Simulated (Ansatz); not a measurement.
# C2H6OSSi: basis-set convergence

Aim: see how fast density functionals converge with the basis set for C2H6OSSi.

Program: Ansatz 0.2.0, Gaussian basis. Level of theory: one geometry, several basis sets. These are calculated values, not measurements.

Levels to be run: PBE0-D4/def2-SVP; ωB97M-V/def2-SVP; PBE0-D4/def2-QZVPP; ωB97M-V/def2-QZVPP; the functionals' def2-TZVPP values are taken from earlier runs.

## Step 1: The relaxed structure

The geometry comes from an earlier relaxation with PBE0-D4 in a triple-zeta def2 set; it is a stationary point, not always the lowest conformer.

SMILES `CC(=S)[SiH2]O`, 11 atoms, charge 0, spin multiplicity 1.

Atoms are counted from 1 here; the program's logs count them from 0.

Bond lengths: C1–C2 1.487 Å, C1–H6 1.096 Å, C1–H7 1.090 Å, C1–H8 1.096 Å, C2–S3 1.622 Å, C2–Si4 1.897 Å, Si4–O5 1.633 Å, Si4–H9 1.487 Å, Si4–H10 1.487 Å, O5–H11 0.969 Å. Angles: C2–C1–H6 109.8°, C2–C1–H7 112.2°, C2–C1–H8 109.7°, H6–C1–H7 109.5°, H6–C1–H8 105.9°, H7–C1–H8 109.5°, C1–C2–S3 123.3°, C1–C2–Si4 119.9°, S3–C2–Si4 116.9°, C2–Si4–O5 108.6°, C2–Si4–H9 108.2°, C2–Si4–H10 108.2°, O5–Si4–H9 111.5°, O5–Si4–H10 111.5°, H9–Si4–H10 108.7°, Si4–O5–H11 111.3°.

## Step 2: PBE0-D4 in def2-SVP

in.yaml reads:

```yaml
crystal:
  periodic: [false, false, false]
  atoms:
    - {symbol: C, position_ang: [0.193648, -0.543767, 1.607983]}
    - {symbol: C, position_ang: [0.135054, -0.614148, 0.123631]}
    - {symbol: S, position_ang: [0.370355, -1.984248, -0.712249]}
    - {symbol: Si, position_ang: [-0.229596, 0.952319, -0.882671]}
    - {symbol: O, position_ang: [-0.235229, 0.561919, -2.468327]}
    - {symbol: H, position_ang: [0.951616, 0.186516, 1.914888]}
    - {symbol: H, position_ang: [0.416516, -1.511492, 2.058127]}
    - {symbol: H, position_ang: [-0.760092, -0.169503, 1.998445]}
    - {symbol: H, position_ang: [0.820741, 1.957805, -0.571497]}
    - {symbol: H, position_ang: [-1.546969, 1.487986, -0.448531]}
    - {symbol: H, position_ang: [-0.050644, -0.380388, -2.599098]}
basis:
  gaussian: {orbitals: def2-SVP}
hamiltonian: {xc: pbe0, dispersion: d4}
output: {orbitals: {seedname: orbitals}}
```

The runs that follow: ωB97M-V in def2-SVP; PBE0-D4 in def2-QZVPP; ωB97M-V in def2-QZVPP.

Q: Predict the results of all the runs planned. Wanted: PBE0-D4: double and triple zeta above quadruple; ωB97M-V: double and triple zeta above quadruple.

The runs gave:

```
                                       quantity           value
PBE0-D4: double and triple zeta above quadruple  12.44, 0.84 eV
ωB97M-V: double and triple zeta above quadruple  12.56, 0.80 eV
```

**Reading.** PBE0-D4 gains 11.59 eV from double to triple zeta, then 0.84 eV more. These are total energies; as a rule much of such shifts cancels in differences, which this series doesn't test.
